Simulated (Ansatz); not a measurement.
# ZrI₂F₂: basis-set convergence

One table from this session's results is given with a row withheld; the runs are named, their logs left out.

The runs use Ansatz 0.2.0, Gaussian basis; one geometry, several basis sets.

Levels to be run: PBE0-D4/def2-SVP; ωB97M-V/def2-SVP; PBE0-D4/def2-QZVPP; ωB97M-V/def2-QZVPP; the functionals' def2-TZVPP values are taken from earlier runs.

## The relaxed structure

An earlier PBE0-D4 in a triple-zeta def2 set relaxation fixed the geometry. Zr, I take the def2 core potential; no spin-orbit term is included.

SMILES `[F][Zr]([F])([I])[I]`, 5 atoms, charge 0, spin multiplicity 1.

Atoms are counted from 1 here; the program's logs count them from 0.

Bond lengths: F1–Zr2 1.878 Å, Zr2–F3 1.878 Å, Zr2–I4 2.698 Å, Zr2–I5 2.698 Å. Angles: F1–Zr2–F3 108.7°, F1–Zr2–I4 109.5°, F1–Zr2–I5 109.5°, F3–Zr2–I4 109.5°, F3–Zr2–I5 109.5°, I4–Zr2–I5 109.9°.

The first run:

in.yaml reads:

```yaml
crystal:
  periodic: [false, false, false]
  atoms:
    - {symbol: F, position_ang: [0.200360, -0.528056, 1.904239]}
    - {symbol: Zr, position_ang: [0.119181, -0.137906, 0.069152]}
    - {symbol: F, position_ang: [1.351553, -1.229350, -0.834378]}
    - {symbol: I, position_ang: [-2.368429, -0.633410, -0.849728]}
    - {symbol: I, position_ang: [0.747136, 2.455122, -0.330784]}
basis:
  gaussian: {orbitals: def2-SVP}
hamiltonian: {xc: pbe0, dispersion: d4}
output: {orbitals: {seedname: orbitals}}
```

On the command line:

```
$ ansatz run in.yaml --threads 4 --pin off --events-out ev --progress --plain --max-ram 10444MiB
```

Among the steps run: PBE0-D4 in def2-SVP; ωB97M-V in def2-SVP; PBE0-D4 in def2-QZVPP; ωB97M-V in def2-QZVPP.

One table of the session follows, with a row left open; its other results are not shown here.

It belongs to the step «Density functionals: the series». 

| functional | basis | HOMO (eV) | LUMO (eV) |
| --- | --- | --- | --- |
| PBE0-D4 | def2-SVP | -8.12 | -2.65 |
| PBE0-D4 | def2-TZVPP | -8.11 | -2.62 |
| PBE0-D4 | def2-QZVPP | -8.11 | -2.61 |
| ωB97M-V | def2-SVP | ? | ? |
| ωB97M-V | def2-TZVPP | -10.13 | -0.70 |
| ωB97M-V | def2-QZVPP | -10.13 | -0.68 |

Q: Estimate the row for ωB97M-V, def2-SVP from the others.

As computed: HOMO (eV): -10.11; LUMO (eV): -0.69. In the column «HOMO (eV)» it lies between ωB97M-V, def2-QZVPP (-10.13) and PBE0-D4, def2-SVP (-8.12).
